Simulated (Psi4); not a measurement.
# A workflow on GeH4 (germane)

Aim: a structure relaxation (r2SCAN/cc-pVTZ), then vibrational wavenumbers, then a single-point energy (CCSD(T)/def2-TZVP) of GeH4 (germane). 

The calculation is run with Psi4 1.11.

### Step 1. The molecule

GeH4 has 5 atoms, charge 0, and is taken as a singlet. As SMILES, `[GeH4]`. All atoms were displaced at random from a relaxed shape. The run starts from this shape.

Bond lengths: Ge1–H2 1.533 Å, Ge1–H3 1.433 Å, Ge1–H4 1.405 Å, Ge1–H5 1.577 Å. Angles: H2–Ge1–H3 110.6°, H2–Ge1–H4 112.1°, H2–Ge1–H5 106.9°, H3–Ge1–H4 111.9°, H3–Ge1–H5 106.6°, H4–Ge1–H5 108.4°.

### Step 2. A geometry optimisation at r2SCAN/cc-pVTZ (density fitting) (run 1)

Contents of calc.dat:

```
memory 1600 mb

molecule {
  Ge
  H 1 1.53281
  H 1 1.432958 2 110.56901
  H 1 1.40548 3 111.87785 2 125.74648
  H 1 1.576806 4 108.44716 3 -117.27551
  units angstrom
  symmetry c1
}

set {
  basis cc-pVTZ
  geom_maxiter 60
}

optimize("r2scan")
print_variables()
```

Started as:

```console
$ psi4 -i calc.dat -o calc.out -n 1
```

calc.out:

```text
[...]
  Running in c1 symmetry.
[...]
  Nuclear repulsion =   46.960794344972143
[...]
  Multiplicity = 1
[...]
  Nalpha       = 18
  Nbeta        = 18
[...]
    Number of basis functions: 99
[...]
   @DF-RKS iter   1: -2077.90504484160329   -1.52615e+00   2.38376e-02 DIIS/ADIIS
[...]
   @DF-RKS iter   6: -2079.41334376665282   -4.54747e-13   1.39245e-09 DIIS
[...]
    Orbital Energies [Eh]
    ---------------------
    Doubly Occupied:
       1A   -398.148840     2A    -49.593344     3A    -44.082774
       4A    -44.082771     5A    -44.082769     6A     -6.155309
       7A     -4.305361     8A     -4.305356     9A     -4.305350
      10A     -1.119691    11A     -1.119687    12A     -1.119680
      13A     -1.116818    14A     -1.116817    15A     -0.531660
      16A     -0.320156    17A     -0.319961    18A     -0.319799
[...]
  @DF-RKS Final Energy: -2079.41334376665282
   => Energetics <=
    Nuclear Repulsion Energy =             45.6117974674246440
    One-Electron Energy =               -2987.9681551426792794
    Two-Electron Energy =                 943.4328904664040465
    DFT Exchange-Correlation Energy =     -80.4898765578022903
    Empirical Dispersion Energy =           0.0000000000000000
    VV10 Nonlocal Energy =                  0.0000000000000000
    Total Energy =                      -2079.4133437666528152
[...]
 Multipole Moments:
 ------------------------------------------------------------------------------------
     Multipole            Electronic (a.u.)      Nuclear  (a.u.)        Total (a.u.)
 ------------------------------------------------------------------------------------
 L = 1.  Multiply by 2.5417464519 to convert [e a0] to [Debye]
 Dipole X            :         -0.0020574            0.0015505           -0.0005069
 Dipole Y            :         -0.0065468            0.0048793           -0.0016675
 Dipole Z            :         -0.0041156            0.0030551           -0.0010605
 Magnitude           :                                                    0.0020402
[...]
  -Total Gradient:
     Atom            X                  Y                   Z
    ------   -----------------  -----------------  -----------------
       1       -0.000055097419    -0.000232400217    -0.000160127669
       2        0.000035597071     0.000079348397     0.000010149968
       3        0.000026780803     0.000030747757     0.000063102262
       4       -0.000024460947     0.000047644124     0.000024002548
       5        0.000006902350     0.000089221786     0.000060463714
[...]
```

Standard output:

```text
Optimizer: Optimization complete!
```

It took 37 s on 1 thread of INTEL XEON PLATINUM 8581C at 2.30GHz (Emerald Rapids), shared host; peak memory 1.4 GiB.

Steps, from the record of the run:

| step | energy from the first frame kept (eV) | largest force (eV/Å) |
| --- | --- | --- |
| 0 | 0.0000 | 3.3321 |
| 1 | -0.2571 | 0.3944 |
| 2 | -0.2624 | 0.2354 |
| 3 | -0.2665 | 0.0192 |
| 4 | -0.2665 | 0.0148 |

After the run. Bond lengths: Ge1–H2 1.528 Å, Ge1–H3 1.528 Å, Ge1–H4 1.528 Å, Ge1–H5 1.527 Å. Angles: H2–Ge1–H3 109.3°, H2–Ge1–H4 109.5°, H2–Ge1–H5 109.4°, H3–Ge1–H4 109.5°, H3–Ge1–H5 109.4°, H4–Ge1–H5 109.6°.

### Step 3. Vibrational wavenumbers at r2SCAN/cc-pVTZ (density fitting) (run 2)

Contents of job.dat:

```
memory 1600 MB

molecule m {
  0 1
  Ge    -0.020378    -0.034111    -0.016161
  H      1.154307    -0.727287     0.672140
  H     -1.215160     0.001552     0.935341
  H     -0.398111    -0.804765    -1.279821
  H      0.377556     1.393384    -0.386441
  units angstrom
}

set globals {
  basis                      cc-pVTZ
  t                          600.0
  rotational_symmetry_number 12
}

e, wfn = frequencies("r2scan", return_wfn=True)
```

Started as:

```console
$ psi4 job.dat job.out -n 1
```

job.out:

```text
[...]
  Running in c1 symmetry.
[...]
  Nuclear repulsion =   45.611801222174144
[...]
  Multiplicity = 1
[...]
  Nalpha       = 18
  Nbeta        = 18
[...]
    Number of basis functions: 99
[...]
   @DF-RKS iter   1: -2077.91486065359413   -1.60866e+00   2.37241e-02 ADIIS/DIIS
[...]
   @DF-RKS iter  10: -2079.41334333570967   -1.09139e-11   6.44204e-10 DIIS
[...]
  @DF-RKS Final Energy: -2079.41334333570967
   => Energetics <=
    Nuclear Repulsion Energy =             45.6199388531454133
    One-Electron Energy =               -2987.9849536401570731
    Two-Electron Energy =                 943.4417949428371912
    DFT Exchange-Correlation Energy =     -80.4901234915350869
    Empirical Dispersion Energy =           0.0000000000000000
    VV10 Nonlocal Energy =                  0.0000000000000000
    Total Energy =                      -2079.4133433357096692
[...]
  -Total Gradient:
     Atom            X                  Y                   Z
    ------   -----------------  -----------------  -----------------
       1       -0.000132358336    -0.000260623541    -0.000627131175
       2       -0.000038365298    -0.000022402492     0.000072216509
       3        0.000022387586    -0.000055485237     0.000045185583
       4        0.000105028685     0.000228501183     0.000481867382
       5        0.000039306954     0.000103615073     0.000013220022
[...]
  ==> Harmonic Vibrational Analysis <==
[...]
  Freq [cm^-1]                 813.9959            817.3672            826.7262
[...]
  IR activ [km/mol]            96.0379             94.5539             92.4678
[...]
  Freq [cm^-1]                 926.5955            933.1974           2159.5617
[...]
  IR activ [km/mol]             0.0741              0.0455              0.5581
[...]
  Freq [cm^-1]                2169.2781           2171.6509           2172.9589
[...]
  IR activ [km/mol]            127.1006            120.5199            124.3157
[...]
  Total E_0, Enthalpy at 0 [K]                                                        -2079.38374734 [Eh]
[...]
  Total H, Enthalpy at  600.00 [K]                                                    -2079.37308048 [Eh]
[...]
  Total G, Gibbs energy at  600.00 [K]                                                -2079.43166476 [Eh]
[...]
```

It took 3.7 min on 1 thread of INTEL XEON PLATINUM 8581C at 2.30GHz (Emerald Rapids), shared host; peak memory 1.5 GiB.

### Step 4. A single-point energy at CCSD(T)/def2-TZVP (run 3)

Contents of input.inp:

```
memory 1600 mb

molecule {
  0 1
  Ge    -0.020378    -0.034111    -0.016161
  H      1.154307    -0.727287     0.672140
  H     -1.215160     0.001552     0.935341
  H     -0.398111    -0.804765    -1.279821
  H      0.377556     1.393384    -0.386441
}

set globals {
  basis           def2-TZVP
  scf_type        pk
  num_frozen_docc 9
}

e_tot, wfn = energy('ccsd(t)', return_wfn=True)
```

Started as:

```console
$ psi4 input.inp input.out -n 1
```

input.out:

```text
[...]
  Running in c1 symmetry.
[...]
  Nuclear repulsion =   45.611801222174144
[...]
  Multiplicity = 1
[...]
  Nalpha       = 18
  Nbeta        = 18
[...]
    Number of basis functions: 72
[...]
   @RHF iter   1: -2076.29876813991768   -2.60031e+00   3.86356e-02 ADIIS/DIIS
[...]
   @RHF iter   9: -2077.67813745394869   -2.95586e-11   6.91615e-09 DIIS
[...]
    Orbital Energies [Eh]
    ---------------------
    Doubly Occupied:
       1A   -405.224702     2A    -52.134061     3A    -46.221512
       4A    -46.221508     5A    -46.221505     6A     -7.178486
       7A     -5.154123     8A     -5.154120     9A     -5.154116
      10A     -1.628448    11A     -1.628440    12A     -1.628429
      13A     -1.624674    14A     -1.624673    15A     -0.739602
      16A     -0.474230    17A     -0.473993    18A     -0.473789
[...]
  @RHF Final Energy: -2077.67813745394869
   => Energetics <=
    Nuclear Repulsion Energy =             45.6118012221741438
    One-Electron Energy =               -2988.6590498426216982
    Two-Electron Energy =                 865.3691111664991240
    Total Energy =                      -2077.6781374539486933
[...]
 Multipole Moments:
 ------------------------------------------------------------------------------------
     Multipole            Electronic (a.u.)      Nuclear  (a.u.)        Total (a.u.)
 ------------------------------------------------------------------------------------
 L = 1.  Multiply by 2.5417464519 to convert [e a0] to [Debye]
 Dipole X            :         -0.0001459            0.0001051           -0.0000408
 Dipole Y            :          0.0010204           -0.0006788            0.0003416
 Dipole Z            :         -0.0085927            0.0059227           -0.0026700
 Magnitude           :                                                    0.0026920
[...]
      * MP2 total energy                      = -2077.943879752781868
[...]
      * CCSD total energy                     = -2077.965413448245272
[...]
      * CCSD(T) total energy                  = -2077.973469845214368
[...]
```

Run time: 6.6 s. Hardware: 1 thread of INTEL XEON PLATINUM 8581C at 2.30GHz (Emerald Rapids), shared host; peak memory 0.38 GiB.

### Step 5. What came out

```
                                                                      quantity             value
                                run 1, r2SCAN/cc-pVTZ: total energy at the end    -2079.41334 Eh
                                          run 1, r2SCAN/cc-pVTZ: dipole moment            0.01 D
                                            run 1, r2SCAN/cc-pVTZ: HOMO energy          -8.70 eV
                                            run 1, r2SCAN/cc-pVTZ: LUMO energy           0.96 eV
                                          run 1, r2SCAN/cc-pVTZ: HOMO–LUMO gap           9.66 eV
                             run 2, r2SCAN/cc-pVTZ: lowest harmonic wavenumber          814 cm⁻¹
                            run 2, r2SCAN/cc-pVTZ: highest harmonic wavenumber         2173 cm⁻¹
                                      run 2, r2SCAN/cc-pVTZ: zero-point energy       77.7 kJ/mol
run 2, r2SCAN/cc-pVTZ: ideal-gas entropy at 600 K (symmetry number 12 as used)  61.3 cal/(mol K)
                                        run 3, CCSD(T)/def2-TZVP: total energy    -2077.97347 Eh
                 run 3, CCSD(T)/def2-TZVP: HOMO energy (Hartree–Fock orbitals)         -12.89 eV
                 run 3, CCSD(T)/def2-TZVP: LUMO energy (Hartree–Fock orbitals)           4.13 eV
               run 3, CCSD(T)/def2-TZVP: HOMO–LUMO gap (Hartree–Fock orbitals)          17.02 eV
         run 3, CCSD(T)/def2-TZVP: correlation energy (9 core orbitals frozen)        -295.3 mEh
                                      run 3, CCSD(T)/def2-TZVP: (T) correction         -8.06 mEh
                                       run 3, CCSD(T)/def2-TZVP: T1 diagnostic             0.012
```

The optimisation (run 1, r2SCAN/cc-pVTZ) took 5 steps and changed the energy by -0.266 eV. All 9 modes (run 2, r2SCAN/cc-pVTZ) are real, so the shape is a minimum at this level. The triples (run 3, CCSD(T)/def2-TZVP) make up 2.7 % of the correlation energy.
